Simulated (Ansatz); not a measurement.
# BN: the cost of one run

Program: Ansatz 0.2.0. Level of theory: DFT PBE, scalar-relativistic, plane waves, PAW. These are calculated values, not measurements.

### Step 1. The system as given

The structure is cubic, space group F-43m (No. 216). Conventional cell: a = 3.615 Å, b = 3.615 Å, c = 3.615 Å, α = 90.00°, β = 90.00°, γ = 90.00°. B (site symmetry -43m) is surrounded by 4 N at 1.57 Å. N (site symmetry -43m) has 4 B at 1.57 Å as nearest neighbours.

Structure file:

```cif
data_structure
_symmetry_space_group_name_H-M 'F-43m'
_symmetry_Int_Tables_number 216
_cell_length_a 3.6150
_cell_length_b 3.6150
_cell_length_c 3.6150
_cell_angle_alpha 90.000
_cell_angle_beta 90.000
_cell_angle_gamma 90.000
_cell_volume 47.24
loop_
_atom_site_label
_atom_site_type_symbol
_atom_site_symmetry_multiplicity
_atom_site_Wyckoff_symbol
_atom_site_fract_x
_atom_site_fract_y
_atom_site_fract_z
_atom_site_occupancy
B1 B 4 a 0.00000 0.00000 0.00000 1
N1 N 4 c 0.25000 0.25000 0.25000 1
```

The structure comes from the Crystallography Open Database.

(A quick probe on a coarse mesh, which set the mesh and smearing, is not shown.)

### Step 3. Full relaxation

input.yaml

```yaml
crystal:
  lattice:
    - [0.0, 1.8075, 1.8075]
    - [1.8075, 0.0, 1.8075]
    - [1.8075, 1.8075, 0.0]
  atoms:
    - { symbol: B, position: [0.0, 0.0, 0.0] }
    - { symbol: "N", position: [0.75, 0.75, 0.75] }
basis:
  ecutwfc: 420
kpoints:
  mp_grid: { grid: [12, 12, 12] }
hamiltonian:
  xc: pbe
scf:
  occupations: { method: gaussian, width: 0.02 }
output:
  forces: true
  stress: true
  eigenvalues: true
relax:
  adjacent_minimum: "off"
  f_tol: 0.005
  max_steps: 80
  cell: { stress_tol: 0.05 }
```

Started as:

```console
$ ansatz run input.yaml --threads 4 --pin off --max-ram 8192MiB --backend cpu --events-out ev --progress --plain --runs-dir out
```

**Question.** How long does this run take on 4 threads of AMD EPYC (Zen 3), shared host, and how much memory does it need?

About 5.7 s, with a peak of 0.31 GiB.
